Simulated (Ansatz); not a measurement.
**CH₄AlClSi: an energy map over bond length C3–H6 and bond length C3–H7**

Program: Ansatz 0.2.0. Level of theory: RKS PBE-D4/def2-SVP. These are calculated values, not measurements.

### Step 1. Starting geometry

SMILES `Cl[SiH]1[CH2][AlH]1`, 8 atoms, charge 0, spin multiplicity 1.

Atoms are counted from 1 here; the program's logs count them from 0.

Bond lengths: Cl1–Si2 2.101 Å, Si2–C3 1.933 Å, Si2–Al4 2.355 Å, Si2–H5 1.508 Å, C3–Al4 1.978 Å, C3–H6 1.110 Å, C3–H7 1.118 Å, Al4–H8 1.597 Å. Angles: Cl1–Si2–C3 111.6°, Cl1–Si2–Al4 115.8°, Cl1–Si2–H5 108.1°, C3–Si2–Al4 53.9°, C3–Si2–H5 116.9°, Al4–Si2–H5 135.2°, Si2–C3–Al4 74.0°, Si2–C3–H6 121.4°, Si2–C3–H7 108.5°, Al4–C3–H6 127.9°, Al4–C3–H7 111.8°, H6–C3–H7 108.7°, Si2–Al4–C3 52.1°, Si2–Al4–H8 164.1°, C3–Al4–H8 142.9°.

Geometry (Å):

| atom | x (Å) | y (Å) | z (Å) |
| --- | --- | --- | --- |
| Cl1 | -2.2152 | 1.5598 | -0.2933 |
| Si2 | -0.4809 | 0.5330 | -0.8884 |
| C3 | 0.6928 | 0.1910 | 0.6090 |
| Al4 | -0.1187 | -1.5521 | 0.1440 |
| H5 | 0.1115 | 1.2603 | -2.0686 |
| H6 | 0.5961 | 0.7552 | 1.5595 |
| H7 | 1.7499 | 0.2647 | 0.2538 |
| H8 | -0.2431 | -3.0689 | 0.6284 |

This geometry comes from a loose relaxation at PBE in a small basis, which is not shown.

### Step 3. Plan of the scan

- bond length C3–H6: 13 values from 0.931 to 1.440 Å
- bond length C3–H7: 13 values from 0.987 to 1.402 Å

Nothing else is relaxed (all other coordinates rigid). Energies count from the relaxed molecule at the same level. Points are written as (first, second).

(The set-up runs are not shown.)

### Step 4. Point (1.271 Å, 1.160 Å)

input.yaml

```yaml
crystal:
  periodic: [false, false, false]
  atoms:
    - { symbol: Cl, position_ang: [-2.258884, 1.370238, -0.308921] }
    - { symbol: Si, position_ang: [-0.418134, 0.543863, -0.917963] }
    - { symbol: C, position_ang: [0.679371, 0.211384, 0.625684] }
    - { symbol: Al, position_ang: [-0.114776, -1.530879, 0.14792] }
    - { symbol: H, position_ang: [0.119379, 1.400934, -2.036001] }
    - { symbol: H, position_ang: [0.680976, 0.924219, 1.677969] }
    - { symbol: H, position_ang: [1.761762, 0.140937, 0.214508] }
    - { symbol: H, position_ang: [-0.321417, -3.028623, 0.662513] }
basis:
  gaussian: { orbitals: def2-SVP }
hamiltonian:
  xc: pbe
  dispersion: d4
output:
  forces: true
```

On the command line:

```console
> ansatz run input.yaml --threads 1 --pin off --max-ram 2560MiB --backend cpu --events-out ev --progress --plain --runs-dir out
```

What time and memory should one allow on 1 thread of Arm Neoverse V1, shared host?

About 2.7 s, with a peak of 0.12 GiB.
